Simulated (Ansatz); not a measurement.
# Si (buck sheet): the cost of one run

Computed with Ansatz 0.2.0 (DFT PBE, scalar-relativistic, plane waves, PAW, unless a step's input says otherwise).

2 further runs of the same task are left out: 2 set aside as unsound or not needed.

### Step 1. The starting structure

Symmetry: P-3m1, No. 164, trigonal system. The conventional cell has a = 3.869 Å, b = 3.869 Å, c = 24.718 Å, α = 90.00°, β = 90.00°, γ = 120.00°. Si (site symmetry 3m) has 3 Si at 2.28 Å in its first shell of neighbours.

Structure file:

```xyz
2
Lattice="3.8688 0.0000 0.0000 -1.9344 3.3505 0.0000 0.0000 0.0000 24.7182" Properties=species:S:1:pos:R:3 pbc="T T T"
Si    0.0000    2.2337    9.0036
Si    1.9344    1.1168    9.4555
```

This sheet was relaxed beforehand with the same method; its gap on the mesh is none (metal).

### Step 2. Building the (5,0) tube

The tube is rolled from the relaxed sheet, its axis along c. Atoms and period relax; energies count from the flat sheet, -635.1696 eV an atom.

The cell holds 20 Si: a = 15.100 Å, b = 15.100 Å, c = 6.701 Å, α = 90.00°, β = 90.00°, γ = 90.00°.

### Step 3. The relaxation run

Pressure and volume refer to the whole cell with its vacuum; only the period along c may change.

input.yaml reads:

```yaml
crystal:
  lattice:
    - [15.1, 0.0, 0.0]
    - [0.0, 15.1, 0.0]
    - [0.0, 0.0, 6.7009777407]
  atoms:
    - { symbol: Si, position: [0.6889224841, 0.5, 0.6666666667] }
    - { symbol: Si, position: [0.5583802582, 0.6796759596, 0.6666666667] }
    - { symbol: Si, position: [0.6528415003, 0.61104585, 0.1666666667] }
    - { symbol: Si, position: [0.3471584997, 0.61104585, 0.6666666667] }
    - { symbol: Si, position: [0.4416197418, 0.6796759596, 0.1666666667] }
    - { symbol: Si, position: [0.3471584997, 0.38895415, 0.6666666667] }
    - { symbol: Si, position: [0.3110775159, 0.5, 0.1666666667] }
    - { symbol: Si, position: [0.5583802582, 0.3203240404, 0.6666666667] }
    - { symbol: Si, position: [0.4416197418, 0.3203240404, 0.1666666667] }
    - { symbol: Si, position: [0.6528415003, 0.38895415, 0.1666666667] }
    - { symbol: Si, position: [0.6770555078, 0.6286383562, 0.8333333333] }
    - { symbol: Si, position: [0.7188526435, 0.5, 0.3333333333] }
    - { symbol: Si, position: [0.4323708139, 0.7081412327, 0.8333333333] }
    - { symbol: Si, position: [0.5676291861, 0.7081412327, 0.3333333333] }
    - { symbol: Si, position: [0.2811473565, 0.5, 0.8333333333] }
    - { symbol: Si, position: [0.3229444922, 0.6286383562, 0.3333333333] }
    - { symbol: Si, position: [0.4323708139, 0.2918587673, 0.8333333333] }
    - { symbol: Si, position: [0.3229444922, 0.3713616438, 0.3333333333] }
    - { symbol: Si, position: [0.6770555078, 0.3713616438, 0.8333333333] }
    - { symbol: Si, position: [0.5676291861, 0.2918587673, 0.3333333333] }
basis:
  ecutwfc: 420
kpoints:
  mp_grid: { grid: [1, 1, 12] }
hamiltonian:
  xc: pbe
scf:
  occupations: { method: gaussian, width: 0.05 }
output:
  forces: true
  stress: true
  eigenvalues: true
  populations: true
  write_density: true
  write_potential: true
  elf: true
  volumetric_format: npy
relax:
  adjacent_minimum: "off"
  f_tol: 0.02
  max_steps: 45
  cell: { fix: [a, b, alpha, beta, gamma], stress_tol: 0.03 }
```

Started as:

```
ansatz run input.yaml --threads 4 --pin off --max-ram 11264MiB --backend cpu --events-out ev --progress --plain --runs-dir out
```

**Question.** How long does this run take on 4 threads of Arm Neoverse V2, shared host, and how much memory does it need?

About 4.2 min, with a peak of 2.3 GiB.
